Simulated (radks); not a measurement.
**Nuclear size and the levels of Ta²⁺**

One table from this session's results is given with a row withheld; the runs are named, their logs left out.

The numbers are computed with radks (a radial shooting solver on a logarithmic mesh, Libxc functionals) version 1 (Dirac Kohn-Sham, BLYP, spin-unpolarised, spherical densities, finite nucleus; open shells are shared between the two j in proportion to 2j + 1), except any that are marked as measured or tabulated.

## The system

| Quantity | Value |
| --- | --- |
| element | tantalum (Z = 73) |
| charge | +2 |
| electrons | 71 |
| configuration | [Xe] 4f14 5d3 |
| nuclear rms radius | 5.3507 fm |

The outer shells:

Ta²⁺
```
[Xe] core
4f [↑↓][↑↓][↑↓][↑↓][↑↓][↑↓][↑↓]
5d [↑ ][↑ ][↑ ][  ][  ]
```

Set-up of the first run:

Input:

```text
Z 73
configuration [Xe] 4f14 5d3 6s0 6p0
relativity Dirac
functional b88,lyp
spin unpolarised
j_filling average
nucleus finite rms 5.3507 fm
c 137.035999084
```

Among the steps run: rms radius 5.3507 fm.

One of the session's tables, all rows but one given; the rest of the session is left out.

From the orbitals of this run (lengths in bohr):

| level | <r> | outermost maximum (interpolated) | 90 % within | nodes |
| --- | --- | --- | --- | --- |
| 5p3/2 | 1.325 | 1.15 | 1.94 | 3 |
| 4f5/2 | 0.6338 | 0.438 | 1.06 | 0 |
| 4f7/2 | 0.6447 | 0.444 | 1.08 | 0 |
| 5d3/2 | 1.966 | 1.53 | 3.06 | 2 |
| 6s1/2 | 2.897 | 2.58 | 4.17 | 5 |
| 5d5/2 | 2.027 | 1.58 | 3.16 | 2 |
| 6p1/2 | ? | ? | ? | ? |
| 6p3/2 | 3.687 | 3.30 | 5.31 | 4 |

Q: Estimate the row for 6p1/2 from the others.

As computed: <r>: 3.456; outermost maximum (interpolated): 3.06; 90 % within: 4.99; nodes: 4. In the column «<r>» it lies between 6s1/2 (2.897) and 6p3/2 (3.687).
